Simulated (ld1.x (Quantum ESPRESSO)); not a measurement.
# A TM potential for gallium, from input to tests, part 2 of 2

Task: generate the file, and judge it by its errors in other configurations, its logarithmic derivatives, its ghosts and its cutoff.

ld1.x (Quantum ESPRESSO) 7.5; LDA (PW92), scalar-relativistic. Earlier steps stand in the parts before.

### Step 3. Configuration tests

Ga.test.in reads:

```
 &input
   title='Ga', zed=31., rel=1, dft='PW', iswitch=2,
   config='[Ar] 3d10 4s2 4p1'
 /
 &test
   file_pseudo='Ga.UPF', nconf=10,
   configts(1)='3d10 4s2 4p1',
   configts(2)='3d10 4s2 4p0',
   configts(3)='3d10 4s1 4p0',
   configts(4)='3d10 4s0 4p0',
   configts(5)='3d9 4s2 4p2',
   configts(6)='3d9 4s2 4p1',
   configts(7)='3d10 4s1 4p2',
   configts(8)='3d10 4s0 4p3',
   configts(9)='3d10 4s2 4p1', lsdts(9)=1,
   configts(10)='3d10 4s1 4p0', lsdts(10)=1
 /
```

On the command line:

```console
ld1.x < Ga.test.in > Ga.test.out
```

Ga.test.out, the pseudopotential blocks:

```text
     ---------------------- Testing the pseudopotential ----------------------

     Ga
     scalar relativistic calculation

     atomic number is 31.00   valence charge is 13.00
     dft =PW   lsd =0 sic =0 latt =0  beta=0.20 tr2=1.0E-14
     mesh =1205 r(mesh) = 101.09016 xmin = -7.00 dx = 0.01250

     n l     nl             e AE (Ry)        e PS (Ry)    De AE-PS (Ry)
     3 2     3D   1(10.00)       -1.42640       -1.42641        0.00002
     1 0     4S   1( 2.00)       -0.67400       -0.67400        0.00000
     2 1     4P   1( 1.00)       -0.20088       -0.20088       -0.00000

     eps = 4.3E-15  iter =  6

     Etot =   -3882.243583 Ry,   -1941.121791 Ha,  -52820.614817 eV
     Etotps =  -212.829531 Ry,    -106.414766 Ha,   -2895.693288 eV

     Ekin =     216.146333 Ry,     108.073167 Ha,    2940.820677 eV
     Encl =    -402.714596 Ry,    -201.357298 Ha,   -5479.211213 eV
     Ehrt =     142.241416 Ry,      71.120708 Ha,    1935.293051 eV
     Ecxc =     -87.579522 Ry,     -43.789761 Ha,   -1191.580103 eV
     (Ecc =     -58.037595 Ry,     -29.018797 Ha,    -789.641701 eV)
     Epseu=     -80.923161 Ry,     -40.461581 Ha,   -1101.015699 eV

     ---------------------- End of pseudopotential test ----------------------

     ---------------------- Testing the pseudopotential ----------------------

     Ga
     scalar relativistic calculation

     atomic number is 31.00   valence charge is 13.00
     dft =PW   lsd =0 sic =0 latt =0  beta=0.20 tr2=1.0E-14
     mesh =1205 r(mesh) = 101.09016 xmin = -7.00 dx = 0.01250

     n l     nl             e AE (Ry)        e PS (Ry)    De AE-PS (Ry)
     3 2     3D   1(10.00)       -2.04010       -2.03644       -0.00366
     1 0     4S   1( 2.00)       -1.22402       -1.22419        0.00017
     2 1     4P   1( 0.00)       -0.68347       -0.68381        0.00034

     eps = 1.1E-15  iter =  9

     Etot =   -3881.811222 Ry,   -1940.905611 Ha,  -52814.732244 eV
     Etotps =  -212.397057 Ry,    -106.198529 Ha,   -2889.809183 eV
     dEtot_ae =       0.432361 Ry
     dEtot_ps =       0.432474 Ry,   Delta E=      -0.000113 Ry

     Ekin =     216.008753 Ry,     108.004376 Ha,    2938.948799 eV
     Encl =    -394.849354 Ry,    -197.424677 Ha,   -5372.199147 eV
     Ehrt =     134.694394 Ry,      67.347197 Ha,    1832.610585 eV
     Ecxc =     -87.213595 Ry,     -43.606798 Ha,   -1186.601415 eV
     (Ecc =     -58.037595 Ry,     -29.018797 Ha,    -789.641701 eV)
     Epseu=     -81.037254 Ry,     -40.518627 Ha,   -1102.568005 eV

     ---------------------- End of pseudopotential test ----------------------

     ---------------------- Testing the pseudopotential ----------------------

     Ga
     scalar relativistic calculation

     atomic number is 31.00   valence charge is 13.00
     dft =PW   lsd =0 sic =0 latt =0  beta=0.20 tr2=1.0E-14
     mesh =1205 r(mesh) = 101.09016 xmin = -7.00 dx = 0.01250

     n l     nl             e AE (Ry)        e PS (Ry)    De AE-PS (Ry)
     3 2     3D   1(10.00)       -2.92098       -2.91226       -0.00873  !
     1 0     4S   1( 1.00)       -1.94570       -1.94745        0.00176
     2 1     4P   1( 0.00)       -1.32541       -1.32882        0.00341

     eps = 3.5E-15  iter =  7

     Etot =   -3880.231156 Ry,   -1940.115578 Ha,  -52793.234354 eV
     Etotps =  -210.816012 Ry,    -105.408006 Ha,   -2868.297971 eV
     dEtot_ae =       2.012427 Ry
     dEtot_ps =       2.013519 Ry,   Delta E=      -0.001092 Ry

     Ekin =     216.964936 Ry,     108.482468 Ha,    2951.958343 eV
     Encl =    -383.599465 Ry,    -191.799732 Ha,   -5219.136599 eV
     Ehrt =     124.686104 Ry,      62.343052 Ha,    1696.440871 eV
     Ecxc =     -86.658427 Ry,     -43.329214 Ha,   -1179.047971 eV
     (Ecc =     -58.037595 Ry,     -29.018797 Ha,    -789.641701 eV)
     Epseu=     -82.209161 Ry,     -41.104580 Ha,   -1118.512616 eV

     ---------------------- End of pseudopotential test ----------------------

     ---------------------- Testing the pseudopotential ----------------------

     Ga
     scalar relativistic calculation

     atomic number is 31.00   valence charge is 13.00
     dft =PW   lsd =0 sic =0 latt =0  beta=0.20 tr2=1.0E-14
     mesh =1205 r(mesh) = 101.09016 xmin = -7.00 dx = 0.01250

     n l     nl             e AE (Ry)        e PS (Ry)    De AE-PS (Ry)
     3 2     3D   1(10.00)       -3.88444       -3.87083       -0.01361  !
     1 0     4S   1( 0.00)       -2.69761       -2.70441        0.00679  !
     2 1     4P   1( 0.00)       -1.99689       -2.01382        0.01693  !

     eps = 3.1E-15  iter =  9

     Etot =   -3877.908883 Ry,   -1938.954442 Ha,  -52761.638227 eV
     Etotps =  -208.489759 Ry,    -104.244879 Ha,   -2836.647674 eV
     dEtot_ae =       4.334699 Ry
     dEtot_ps =       4.339773 Ry,   Delta E=      -0.005073 Ry

     Ekin =     218.261538 Ry,     109.130769 Ha,    2969.599510 eV
     Encl =    -371.292866 Ry,    -185.646433 Ha,   -5051.696792 eV
     Ehrt =     114.559411 Ry,      57.279705 Ha,    1558.660188 eV
     Ecxc =     -86.112318 Ry,     -43.056159 Ha,   -1171.617773 eV
     (Ecc =     -58.037595 Ry,     -29.018797 Ha,    -789.641701 eV)
     Epseu=     -83.905524 Ry,     -41.952762 Ha,   -1141.592807 eV

     ---------------------- End of pseudopotential test ----------------------

     ---------------------- Testing the pseudopotential ----------------------

     Ga
     scalar relativistic calculation

     atomic number is 31.00   valence charge is 13.00
     dft =PW   lsd =0 sic =0 latt =0  beta=0.20 tr2=1.0E-14
     mesh =1205 r(mesh) = 101.09016 xmin = -7.00 dx = 0.01250

     n l     nl             e AE (Ry)        e PS (Ry)    De AE-PS (Ry)
     3 2     3D   1( 9.00)       -2.08087       -2.10749        0.02662  !
     1 0     4S   1( 2.00)       -0.84925       -0.83974       -0.00951  !
     2 1     4P   1( 2.00)       -0.29633       -0.29224       -0.00409

     eps = 6.7E-15  iter = 20

     Etot =   -3880.743164 Ry,   -1940.371582 Ha,  -52800.200575 eV
     Etotps =  -211.310866 Ry,    -105.655433 Ha,   -2875.030790 eV
     dEtot_ae =       1.500419 Ry
     dEtot_ps =       1.518666 Ry,   Delta E=      -0.018246 Ry

     Ekin =     208.061148 Ry,     104.030574 Ha,    2830.816132 eV
     Encl =    -390.806986 Ry,    -195.403493 Ha,   -5317.199916 eV
     Ehrt =     135.164207 Ry,      67.582103 Ha,    1839.002721 eV
     Ecxc =     -86.481691 Ry,     -43.240846 Ha,   -1176.643352 eV
     (Ecc =     -58.037595 Ry,     -29.018797 Ha,    -789.641701 eV)
     Epseu=     -77.247544 Ry,     -38.623772 Ha,   -1051.006375 eV

     ---------------------- End of pseudopotential test ----------------------

     ---------------------- Testing the pseudopotential ----------------------

     Ga
     scalar relativistic calculation

     atomic number is 31.00   valence charge is 13.00
     dft =PW   lsd =0 sic =0 latt =0  beta=0.20 tr2=1.0E-14
     mesh =1205 r(mesh) = 101.09016 xmin = -7.00 dx = 0.01250

     n l     nl             e AE (Ry)        e PS (Ry)    De AE-PS (Ry)
     3 2     3D   1( 9.00)       -2.73472       -2.75416        0.01944  !
     1 0     4S   1( 2.00)       -1.44002       -1.42735       -0.01267  !
     2 1     4P   1( 1.00)       -0.83263       -0.82855       -0.00408

     eps = 5.2E-16  iter = 10

     Etot =   -3880.187678 Ry,   -1940.093839 Ha,  -52792.642805 eV
     Etotps =  -210.759945 Ry,    -105.379972 Ha,   -2867.535131 eV
     dEtot_ae =       2.055905 Ry
     dEtot_ps =       2.069586 Ry,   Delta E=      -0.013681 Ry

     Ekin =     207.874879 Ry,     103.937440 Ha,    2828.281813 eV
     Encl =    -382.433153 Ry,    -191.216576 Ha,   -5203.268113 eV
     Ehrt =     127.241549 Ry,      63.620775 Ha,    1731.209470 eV
     Ecxc =     -86.048428 Ry,     -43.024214 Ha,   -1170.748501 eV
     (Ecc =     -58.037595 Ry,     -29.018797 Ha,    -789.641701 eV)
     Epseu=     -77.394793 Ry,     -38.697396 Ha,   -1053.009800 eV

     ---------------------- End of pseudopotential test ----------------------

     ---------------------- Testing the pseudopotential ----------------------

     Ga
     scalar relativistic calculation

     atomic number is 31.00   valence charge is 13.00
     dft =PW   lsd =0 sic =0 latt =0  beta=0.20 tr2=1.0E-14
     mesh =1205 r(mesh) = 101.09016 xmin = -7.00 dx = 0.01250

     n l     nl             e AE (Ry)        e PS (Ry)    De AE-PS (Ry)
     3 2     3D   1(10.00)       -1.56354       -1.56247       -0.00107
     1 0     4S   1( 1.00)       -0.75531       -0.75513       -0.00017
     2 1     4P   1( 2.00)       -0.25684       -0.25663       -0.00022

     eps = 8.5E-16  iter =  9

     Etot =   -3881.757498 Ry,   -1940.878749 Ha,  -52814.001299 eV
     Etotps =  -212.343355 Ry,    -106.171677 Ha,   -2889.078524 eV
     dEtot_ae =       0.486085 Ry
     dEtot_ps =       0.486176 Ry,   Delta E=      -0.000091 Ry

     Ekin =     217.014595 Ry,     108.507297 Ha,    2952.633979 eV
     Encl =    -400.986711 Ry,    -200.493356 Ha,   -5455.702140 eV
     Ehrt =     140.640711 Ry,      70.320356 Ha,    1913.514358 eV
     Ecxc =     -87.462699 Ry,     -43.731350 Ha,   -1189.990648 eV
     (Ecc =     -58.037595 Ry,     -29.018797 Ha,    -789.641701 eV)
     Epseu=     -81.549250 Ry,     -40.774625 Ha,   -1109.534073 eV

     ---------------------- End of pseudopotential test ----------------------

     ---------------------- Testing the pseudopotential ----------------------

     Ga
     scalar relativistic calculation

     atomic number is 31.00   valence charge is 13.00
     dft =PW   lsd =0 sic =0 latt =0  beta=0.20 tr2=1.0E-14
     mesh =1205 r(mesh) = 101.09016 xmin = -7.00 dx = 0.01250

     n l     nl             e AE (Ry)        e PS (Ry)    De AE-PS (Ry)
     3 2     3D   1(10.00)       -1.68649       -1.68280       -0.00369
     1 0     4S   1( 0.00)       -0.82502       -0.82413       -0.00089
     2 1     4P   1( 3.00)       -0.30475       -0.30410       -0.00065

     eps = 3.2E-15  iter = 12

     Etot =   -3881.247913 Ry,   -1940.623956 Ha,  -52807.068037 eV
     Etotps =  -211.833804 Ry,    -105.916902 Ha,   -2882.145737 eV
     dEtot_ae =       0.995670 Ry
     dEtot_ps =       0.995727 Ry,   Delta E=      -0.000057 Ry

     Ekin =     217.898923 Ry,     108.949461 Ha,    2964.665872 eV
     Encl =    -399.460056 Ry,    -199.730028 Ha,   -5434.930939 eV
     Ehrt =     139.256578 Ry,      69.628289 Ha,    1894.682267 eV
     Ecxc =     -87.366650 Ry,     -43.683325 Ha,   -1188.683832 eV
     (Ecc =     -58.037595 Ry,     -29.018797 Ha,    -789.641701 eV)
     Epseu=     -82.162599 Ry,     -41.081299 Ha,   -1117.879104 eV

     ---------------------- End of pseudopotential test ----------------------

     ---------------------- Testing the pseudopotential ----------------------

     Ga
     scalar relativistic calculation

     atomic number is 31.00   valence charge is 13.00
     dft =PW   lsd =1 sic =0 latt =0  beta=0.20 tr2=1.0E-14
     mesh =1205 r(mesh) = 101.09016 xmin = -7.00 dx = 0.01250

     n l     nl             e AE (Ry)        e PS (Ry)    De AE-PS (Ry)
     3 2     3D   1( 5.00)       -1.42402       -1.42383       -0.00019
     1 0     4S   1( 1.00)       -0.69006       -0.69019        0.00013
     2 1     4P   1( 1.00)       -0.21751       -0.21758        0.00007
     3 2     3D   2( 5.00)       -1.41909       -1.41956        0.00047
     1 0     4S   2( 1.00)       -0.64794       -0.64781       -0.00013
     2 1     4P   2( 0.00)       -0.17458       -0.17450       -0.00009

     eps = 2.9E-15  iter = 10

     Etot =   -3882.254219 Ry,   -1941.127110 Ha,  -52820.759536 eV
     Etotps =  -212.840208 Ry,    -106.420104 Ha,   -2895.838556 eV
     dEtot_ae =      -0.010637 Ry
     dEtot_ps =      -0.010677 Ry,   Delta E=       0.000040 Ry

     Ekin =     216.155485 Ry,     108.077742 Ha,    2940.945194 eV
     Encl =    -402.775641 Ry,    -201.387821 Ha,   -5480.041770 eV
     Ehrt =     142.298888 Ry,      71.149444 Ha,    1936.075003 eV
     Ecxc =     -87.594916 Ry,     -43.797458 Ha,   -1191.789541 eV
     (Ecc =     -58.037595 Ry,     -29.018797 Ha,    -789.641701 eV)
     Epseu=     -80.924024 Ry,     -40.462012 Ha,   -1101.027442 eV

     ---------------------- End of pseudopotential test ----------------------

     ---------------------- Testing the pseudopotential ----------------------

     Ga
     scalar relativistic calculation

     atomic number is 31.00   valence charge is 13.00
     dft =PW   lsd =1 sic =0 latt =0  beta=0.20 tr2=1.0E-14
     mesh =1205 r(mesh) = 101.09016 xmin = -7.00 dx = 0.01250

     n l     nl             e AE (Ry)        e PS (Ry)    De AE-PS (Ry)
     3 2     3D   1( 5.00)       -2.92573       -2.91671       -0.00902  !
     1 0     4S   1( 1.00)       -1.98588       -1.98764        0.00176
     2 1     4P   1( 0.00)       -1.36218       -1.36552        0.00335
     3 2     3D   2( 5.00)       -2.90838       -2.90015       -0.00823  !
     1 0     4S   2( 0.00)       -1.88767       -1.88981        0.00214
     2 1     4P   2( 0.00)       -1.27027       -1.27428        0.00402

     eps = 8.0E-16  iter =  9

     Etot =   -3880.255226 Ry,   -1940.127613 Ha,  -52793.561837 eV
     Etotps =  -210.840001 Ry,    -105.420001 Ha,   -2868.624357 eV
     dEtot_ae =       1.988357 Ry
     dEtot_ps =       1.989530 Ry,   Delta E=      -0.001172 Ry

     Ekin =     217.009444 Ry,     108.504722 Ha,    2952.563906 eV
     Encl =    -383.656076 Ry,    -191.828038 Ha,   -5219.906836 eV
     Ehrt =     124.720580 Ry,      62.360290 Ha,    1696.909944 eV
     Ecxc =     -86.688680 Ry,     -43.344340 Ha,   -1179.459581 eV
     (Ecc =     -58.037595 Ry,     -29.018797 Ha,    -789.641701 eV)
     Epseu=     -82.225270 Ry,     -41.112635 Ha,   -1118.731791 eV

     ---------------------- End of pseudopotential test ----------------------
```

The tests as a table, with energies relative to 3d10 4s2 4p1. Spin-polarised rows fill open shells by Hund's rule and count from the unpolarised reference. The frozen-core shift comes from a second all-electron run, not shown, with the core orbitals held at their reference shape; it is that run's ΔE less the relaxed one.

```csv
valence configuration,charge,ΔE all-electron (eV),error AE − PS (meV),frozen-core shift (meV)
3d10 4s2 4p0,+1,5.883,-1.5,+0.7
3d10 4s1 4p0,+2,27.380,-15,+4.3
3d10 4s0 4p0,+3,58.977,-69,+14
3d9 4s2 4p2,0,20.414,-248,+194
3d9 4s2 4p1,+1,27.972,-186,+198
3d10 4s1 4p2,0,6.614,-1.2,+0.7
3d10 4s0 4p3,0,13.547,-0.8,+1.9
3d10 4s2 4p1 (spin-polarised),0,-0.145,+0.5,+0.1
3d10 4s1 4p0 (spin-polarised),+2,27.053,-16,+5.1
```

### Step 4. Logarithmic derivatives

Taken from the files of the generation run. The phase is arctan(r·u′/u) with u = r·R, unwrapped, with energies in Ry. A pole is an energy at which the radial function vanishes at the test radius. The pseudo phase is shifted by a multiple of π to meet the all-electron one at the reference energy. Levels narrower than the energy grid can be missing from the poles. The last column is the largest difference on the grid between −1 and +1 Ry.

| channel | radius (bohr) | reference (Ry) | poles AE | poles PS | window around the reference with phases within 0.05 rad (Ry) | largest difference near zero (rad) |
| --- | --- | --- | --- | --- | --- | --- |
| s | 2.30 | -0.67 | 1.23 | 1.19 | below 3.6 | 0.003 |
| p | 2.30 | -0.20 | 2.50 | 1.36, 3.14 | below 0.9 | 0.046 |
| d | 2.30 | -1.43 | -1.35, 4.75 | -1.35, 4.86 | the whole range | 0.007 |

Phases (rad) along the scan:

```csv
E (Ry),p AE,p PS,d AE,d PS
-3.00,1.286,1.283,1.322,1.322
-2.52,1.252,1.249,1.295,1.295
-2.04,1.204,1.201,1.244,1.244
-1.56,1.131,1.127,0.846,0.846
-1.08,1.003,0.999,-1.788,-1.788
-0.60,0.735,0.732,-1.884,-1.884
-0.12,0.077,0.077,-1.964,-1.962
0.36,-0.793,-0.811,-2.074,-2.072
0.84,-1.204,-1.250,-2.270,-2.263
1.32,-1.383,-1.536,-2.693,-2.673
1.80,-1.482,-4.381,-3.489,-3.454
2.28,-1.547,-4.599,-4.102,-4.079
2.76,-1.597,-4.673,-4.378,-4.364
3.24,-1.639,-4.722,-4.518,-4.507
3.72,-1.679,-4.761,-4.602,-4.593
4.20,-1.722,-4.797,-4.661,-4.652
4.68,-1.773,-4.833,-4.706,-4.698
```

### Step 5. Cutoff and ghost test in a Bessel basis

A separate test, outside the generator: the pseudo-atom's Hamiltonian at the reference potential is diagonalised in spherical Bessel functions j_l(qr) that vanish at 20 bohr, with q² up to the cutoff.

All-electron valence levels (Ry): 4s -0.6740, 4p -0.2009, 3d -1.4264. The lowest levels of each channel (Ry) by cutoff; the last column sums, over occupied levels, occupation times the distance from the level at 400 Ry. A positive value at high cutoff is not a bound level.

```csv
cutoff (Ry),s #1,s #2,p #1,d #1,f #1,Σ f·Δε (mRy)
8,-0.6588,-0.0268,-0.1987,0.0494,0.1046,14789.3
15,-1.0032,-0.6460,-0.2006,0.0488,0.1046,14807.1
25,-4.9038,-0.6715,-0.2008,0.0479,0.1046,14747.6
40,-7.4107,-0.6739,-0.2009,0.0459,0.1046,14722.5
55,-7.9843,-0.6740,-0.2009,0.0375,0.1046,14638.3
90,-8.2168,-0.6740,-0.2009,-0.4704,0.1046,9559.4
120,-8.2328,-0.6740,-0.2009,-1.0550,0.1046,3713.2
180,-8.2344,-0.6740,-0.2009,-1.4115,0.1046,148.2
230,-8.2344,-0.6740,-0.2009,-1.4258,0.1046,5.2
260,-8.2344,-0.6740,-0.2009,-1.4260,0.1046,3.3
400,-8.2344,-0.6740,-0.2009,-1.4263,0.1046,0.0
```

The sum stays within 10 mRy from 230 Ry and within 1 mRy only somewhere over 300 Ry. The sum leaves out empty levels, which can need more. Ghost test: ghost state, bound below the all-electron valence or empty levels of the same l: s at -112.0 eV.

### Step 6. Summary of results

What follows sums up all 2 parts.

| quantity | value |
| --- | --- |
| cutoffs for 10 and 1 mRy, occupied levels | 230 Ry and over 300 Ry |
| bound ghosts | s at -112.03 eV |
| largest test error (AE − PS), unpolarised tests | -248 meV, for 3d9 4s2 4p2 |
| largest phase difference near zero energy, channels read | 0.046 rad |

**Reading.** A bound ghost (s) makes it unfit for use: electrons can fall into a state that the atom doesn't have. The worst unpolarised test, 3d9 4s2 4p2, is off by 248 meV on 20.4 eV; by total energies transferability rates as poor. Freezing the core accounts for most of it. It counts as very hard, with 230 Ry needed at the looser tolerance. The tighter tolerance needs over 300 Ry, and converged work needs a cutoff nearer that. The slowest occupied level is 3d: taken alone it needs 230 Ry to come within 1 mRy, against 30 Ry for 4s. Of the channels read, p scatters worst near zero energy, by up to 0.05 rad. The pseudo curves have a pole with no partner nearby in the atom's: p at 1.36 Ry. At positive energy that is a spurious or a displaced resonance.
